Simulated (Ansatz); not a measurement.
# Ge: the cost of one run

Method: DFT LDA, scalar-relativistic, plane waves, PAW, in Ansatz 0.2.0.

1 further run of the same task is left out (set aside as unsound or not needed).

### Step 1. The starting structure

The structure is cubic, space group Fd-3m (No. 227). Conventional cell: a = 5.621 Å, b = 5.621 Å, c = 5.621 Å, α = 90.00°, β = 90.00°, γ = 90.00°. Ge (site symmetry -43m) is surrounded by 4 Ge at 2.43 Å.

Structure file:

```cif
data_structure
_symmetry_space_group_name_H-M 'Fd-3m:1'
_symmetry_Int_Tables_number 227
_cell_length_a 5.6214
_cell_length_b 5.6214
_cell_length_c 5.6214
_cell_angle_alpha 90.000
_cell_angle_beta 90.000
_cell_angle_gamma 90.000
_cell_volume 177.64
loop_
_atom_site_label
_atom_site_type_symbol
_atom_site_symmetry_multiplicity
_atom_site_Wyckoff_symbol
_atom_site_fract_x
_atom_site_fract_y
_atom_site_fract_z
_atom_site_occupancy
Ge1 Ge 8 b 0.00000 0.00000 0.50000 1
```

It goes back to an entry of the Materials Project.

It is the result of an earlier relaxation at this level (volume 22.21 Å³/atom; gap on the mesh: none (metal)).

### Step 2. The bulk in the cell of the plane

The input, input.yaml:

```yaml
crystal:
  lattice:
    - [3.9749643235, 0.0, 0.0]
    - [0.0, 5.6214484563, 0.0]
    - [-1.9874821618, -2.8107242281, 1.9874821618]
  atoms:
    - { symbol: Ge, position: [0.0, 0.0, 0.0] }
    - { symbol: Ge, position: [0.5, 0.75, 0.0] }
basis:
  ecutwfc: 420
kpoints:
  mp_grid: { grid: [9, 6, 17] }
hamiltonian:
  xc: lda
scf:
  occupations: { method: gaussian, width: 0.1 }
output:
  forces: true
  stress: true
  eigenvalues: true
```

Launch:

```
> ansatz run input.yaml --threads 4 --pin off --max-ram 8192MiB --backend cpu --events-out ev --progress --plain --runs-dir out
```

**Question.** How long does this run take on 4 threads of Intel Xeon Platinum 8259CL at 2.50GHz (Skylake/Cascade Lake), shared host, and how much memory does it need?

About 4.6 s, with a peak of 0.62 GiB.
